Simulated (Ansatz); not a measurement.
# HfO2 (Fm-3m): an equation of state far from equilibrium

The task here is to estimate one member of a computed series from the others.

Method: DFT PBE, scalar-relativistic, plane waves, PAW, in Ansatz 0.2.0.

### Starting point

The structure is cubic, space group Fm-3m (No. 225). Conventional cell: a = 5.098 Å, b = 5.098 Å, c = 5.098 Å, α = 90.00°, β = 90.00°, γ = 90.00°. Hf (site symmetry m-3m) has 8 O at 2.21 Å as nearest neighbours. O (site symmetry -43m) has 4 Hf at 2.21 Å as nearest neighbours.

As a file:

```cif
data_structure
_symmetry_space_group_name_H-M 'P 1'
_symmetry_Int_Tables_number 1
_cell_length_a 3.6045
_cell_length_b 3.6045
_cell_length_c 3.6045
_cell_angle_alpha 60.000
_cell_angle_beta 60.000
_cell_angle_gamma 60.000
_cell_volume 33.12
loop_
_atom_site_label
_atom_site_type_symbol
_atom_site_fract_x
_atom_site_fract_y
_atom_site_fract_z
_atom_site_occupancy
Hf1 Hf 0.00000 0.00000 0.00000 1
O1 O 0.25000 0.25000 0.25000 1
O2 O 0.75000 0.75000 0.75000 1
```

An earlier run at PBE left this cell at 11.038 Å³/atom and 0.00 GPa (8×8×8 mesh).

Set-up of the first run:

The input, input.yaml:

```yaml
crystal:
  lattice:
    - [0.0, 2.51433978, 2.51433978]
    - [2.51433978, 0.0, 2.51433978]
    - [2.51433978, 2.51433978, 0.0]
  atoms:
    - { symbol: Hf, position: [0.0, 0.0, 0.0] }
    - { symbol: O, position: [0.25, 0.25, 0.25] }
    - { symbol: O, position: [0.75, 0.75, 0.75] }
basis:
  ecutwfc: 420
  ecutrho_ratio: 4
kpoints:
  mp_grid: { grid: [8, 8, 8] }
hamiltonian:
  xc: pbe
scf:
  occupations: { method: gaussian, width: 0.05 }
output:
  forces: true
  stress: true
  eigenvalues: true
```

Launch:

```console
$ ansatz run input.yaml --threads 1 --pin off --max-ram 2560MiB --backend cpu --events-out ev --progress --plain --runs-dir out
```

Steps of the session up to this table: Volume × 0.96; Volume × 1.04; Volume × 0.92; Volume × 0.88; Volume × 0.84; Volume × 0.8.

One of the session's tables, all rows but one given; the rest of the session is left out.

| volume (Å³/atom) | energy above the lowest (meV/atom) | pressure (GPa) | gap on the mesh (eV) |
| --- | --- | --- | --- |
| 8.831 | 497.5 | 87.6 | 4.23 |
| 9.272 | 293.0 | 61.8 | 4.15 |
| 9.714 | 152.1 | 41.1 | 4.05 |
| 10.155 | ? | ? | ? |
| 10.597 | 14.6 | 10.9 | 3.85 |
| 11.038 | 0.0 | 0.0 | 3.75 |
| 11.480 | 12.6 | -8.9 | 3.65 |

Estimate the missing values for volume (Å³/atom) = 10.155.

Worked estimate for «energy above the lowest (meV/atom)». A straight line through the neighbours (9.714, 152.1) and (10.597, 14.6) gives 152.1 + (14.6 − 152.1) × (10.155 − 9.714) / (10.597 − 9.714) = 83.4; a parabola fitted to 4 rows on both sides gives 62.4.

The run gave: energy above the lowest (meV/atom): 62.6; pressure (GPa): 24.4; gap on the mesh (eV): 3.95. In «energy above the lowest (meV/atom)» the line misses by +20.8 and the parabola by -0.2.

Caveats from the session: Other structures may be lower in enthalpy at these pressures. Spin–orbit coupling is left out, though the cell holds Hf; in elements this heavy it can shift levels and gaps by tenths of an eV.
